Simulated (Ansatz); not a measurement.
# C8H4Si: the cost of one run

Program: Ansatz 0.2.0, Gaussian basis. Level of theory: one geometry, several basis sets. These are calculated values, not measurements.

The runs, in order: PBE0-D4/def2-SVP; ωB97M-V/def2-SVP; PBE0-D4/def2-QZVPP; ωB97M-V/def2-QZVPP; the functionals' def2-TZVPP values are taken from earlier runs.

### 1 Structure used throughout

All runs share one geometry, relaxed beforehand with PBE0-D4 in a triple-zeta def2 set.

SMILES `C#C[Si](C#C)(C#C)C#C`, 13 atoms, charge 0, spin multiplicity 1.

Atoms are counted from 1 here; the program's logs count them from 0.

Bond lengths: C1–C2 1.205 Å, C1–H10 1.066 Å, C2–Si3 1.816 Å, Si3–C4 1.816 Å, Si3–C6 1.816 Å, Si3–C8 1.816 Å, C4–C5 1.205 Å, C5–H11 1.066 Å, C6–C7 1.205 Å, C7–H12 1.066 Å, C8–C9 1.205 Å, C9–H13 1.066 Å. Angles: C2–C1–H10 180.0°, C1–C2–Si3 180.0°, C2–Si3–C4 109.5°, C2–Si3–C6 109.5°, C2–Si3–C8 109.5°, C4–Si3–C6 109.5°, C4–Si3–C8 109.4°, C6–Si3–C8 109.5°, Si3–C4–C5 179.8°, C4–C5–H11 180.0°, Si3–C6–C7 180.0°, C6–C7–H12 180.0°, Si3–C8–C9 179.8°, C8–C9–H13 180.0°.

### 2 PBE0-D4 in def2-SVP

File in.yaml:

```yaml
crystal:
  periodic: [false, false, false]
  atoms:
    - {symbol: C, position_ang: [2.581835, -1.536046, 0.359050]}
    - {symbol: C, position_ang: [1.553255, -0.924890, 0.215745]}
    - {symbol: Si, position_ang: [0.003348, -0.002856, 0.000930]}
    - {symbol: C, position_ang: [-0.700933, -0.373313, -1.631625]}
    - {symbol: C, position_ang: [-1.172289, -0.619106, -2.713029]}
    - {symbol: C, position_ang: [0.336258, 1.778100, 0.126865]}
    - {symbol: C, position_ang: [0.556546, 2.959819, 0.210754]}
    - {symbol: C, position_ang: [-1.176033, -0.491234, 1.292840]}
    - {symbol: C, position_ang: [-1.960877, -0.815212, 2.147874]}
    - {symbol: H, position_ang: [3.491803, -2.076740, 0.485841]}
    - {symbol: H, position_ang: [-1.588976, -0.836602, -3.669864]}
    - {symbol: H, position_ang: [0.751520, 4.005258, 0.284971]}
    - {symbol: H, position_ang: [-2.655059, -1.101878, 2.904444]}
basis:
  gaussian: {orbitals: def2-SVP}
hamiltonian: {xc: pbe0, dispersion: d4}
output: {orbitals: {seedname: orbitals}}
```

Launch:

```bash
> ansatz run in.yaml --threads 2 --pin off --events-out ev --progress --plain --max-ram 22528MiB --backend cpu
```

What time and memory should one allow on 2 threads of AMD EPYC 7R13, shared host?

About 4.6 s, with a peak of 0.48 GiB.
